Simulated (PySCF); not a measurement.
# CH5Cl3Ge2: the cost of one run

Programs: PySCF 2.14.0, with routines of our own; each step states its level. All values are computed. Atoms count from 0.

## 1. The system as given

11 atoms, charge 0, multiplicity 1; geometry from: GFN2-xTB.

## 2. Magnetic properties: GIAO PBE/pcSseg-1

What the job is given:

```
{"job": {"kind": "mag", "xc": "PBE", "basis": "pcSseg-1", "isotopologues": 2}, "charge": 0, "multiplicity": 1}
Cl    -0.805719    -2.031837    -0.568718
C     -1.541733    -0.520180    -0.022142
Cl    -3.079076    -0.288004    -0.839742
Cl    -1.808057    -0.616770     1.720681
Ge    -0.244235     0.951176    -0.374679
Ge     1.821893    -0.046989     0.273641
H     -0.426521     1.254133    -1.840885
H     -0.803674     2.133385     0.373152
H      1.638496    -0.942345     1.452590
H      2.860262     0.966996     0.644563
H      2.393789    -0.856894    -0.844424
```

Method: GIAO PBE/pcSseg-1 magnetisability, rotational g tensor and spin-rotation constants, non-relativistic, gas phase.

On the command line:

```bash
> OMP_NUM_THREADS=1 python excited_run.py task.json out
```

The driver reads the jobs from task.json and runs them one after another.

Q: Estimate the wall time and peak memory of this first job on 1 thread of Arm Neoverse V1, shared host.

About 56 s, with a peak of 0.92 GiB.
